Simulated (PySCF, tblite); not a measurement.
**C₅H₉N₂PSi: geometry, infrared bands and NMR shifts**

Aim: predict the infrared bands and NMR shifts of C₅H₉N₂PSi (`P[SiH2]/N=C\n1cccc1`).

The runs use tblite 0.8.0 and PySCF 2.14.0, with density-fitted response routines of our own; the level of theory stands in each step. All values are computed, except where a source is named. Atoms are numbered from 0 throughout.

**1. The starting structure**

18 atoms, charge 0, multiplicity 1; geometry from: force field or distance geometry start.

Bonds of the start (Å): P0–Si1 2.24, Si1–N2 1.77, N2–C3 1.30, C3–N4 1.43, N4–C5 1.37, C5–C6 1.37, C6–C7 1.39, C7–C8 1.39, C8–N4 1.34, P0–H9 1.46, P0–H10 1.47, Si1–H11 1.49, Si1–H12 1.45, C3–H13 1.07, C5–H14 1.09, C6–H15 1.07, C7–H16 1.10, C8–H17 1.08.

**2. Geometry optimisation with GFN2-xTB**

Job settings and geometry (Å):

```
{"job": {"kind": "relax", "xc": "GFN2-xTB", "basis": "xTB"}, "charge": 0, "multiplicity": 1}
P      3.876700    -1.181800    -0.529400
Si     1.686500    -0.795100    -0.231500
N      1.525800     0.970600    -0.256700
C      0.344600     1.524500    -0.273400
N     -0.866500     0.768000    -0.233300
C     -1.821300     0.894000    -1.202800
C     -2.881100     0.065900    -0.943400
C     -2.542100    -0.587800     0.241300
C     -1.289900    -0.142700     0.653900
H      4.306700    -0.165100    -1.482500
H      4.484200    -0.783400     0.746500
H      1.394600    -1.381200     1.107400
H      0.968700    -1.480000    -1.291500
H      0.299700     2.597300    -0.291200
H     -1.762300     1.566700    -2.062500
H     -3.778600    -0.046900    -1.515800
H     -3.169600    -1.331900     0.745300
H     -0.785000    -0.484900     1.543400
```

Launch:

```bash
$ OMP_NUM_THREADS=1 python probes_run.py task.json out
```

One launch serves the whole session: the jobs run in the order shown.

**Question.** This job is followed by: GFN2-xTB harmonic vibrations, gas phase; GIAO PBE0/pcSseg-1 NMR shielding, non-relativistic, gas phase. What will the session give for the following? strongest single infrared mode (GFN2-xTB); zero-point energy (GFN2-xTB); 13C shifts against TMS (PBE0/pcSseg-1, means over atoms taken as alike); 1H shifts against TMS (PBE0/pcSseg-1, means over atoms taken as alike); 31P shifts against H3PO4 (PBE0/pcSseg-1); 29Si shifts against TMS (PBE0/pcSseg-1); 15N shifts against NH3 (PBE0/pcSseg-1).

The runs gave:

| quantity | value |
| --- | --- |
| strongest single infrared mode (GFN2-xTB) | 1728 cm⁻¹, 686 km/mol |
| zero-point energy (GFN2-xTB) | 79.0 kcal/mol |
| 13C shifts against TMS (PBE0/pcSseg-1, means over atoms taken as alike) | 150.7, 124.2, 120.0 ppm |
| 1H shifts against TMS (PBE0/pcSseg-1, means over atoms taken as alike) | 8.28, 7.11, 6.65, 5.83, 1.09 ppm |
| 31P shifts against H3PO4 (PBE0/pcSseg-1) | -304.2 ppm |
| 29Si shifts against TMS (PBE0/pcSseg-1) | -52.5 ppm |
| 15N shifts against NH3 (PBE0/pcSseg-1) | 265.6, 228.9 ppm |

In words: Relaxing lowered the energy by 1.096 eV in 185 steps; the close pair that moved most is P0–H10, from 1.468 to 1.381 Å. No mode is imaginary among the 48: a minimum at this level. The strongest single mode, at 1728 cm⁻¹, moves mainly C3 and N2. Unscaled tight-binding wavenumbers are off by several per cent, some by more. Its intensities can rank the bands wrongly. At PBE0/pcSseg-1: The widest tensor belongs to N2: span 494 ppm, with a paramagnetic part of -330 ppm. NICS(1)zz of -25 ppm above the planar ring from N4 marks a diatropic (aromatic) ring current.
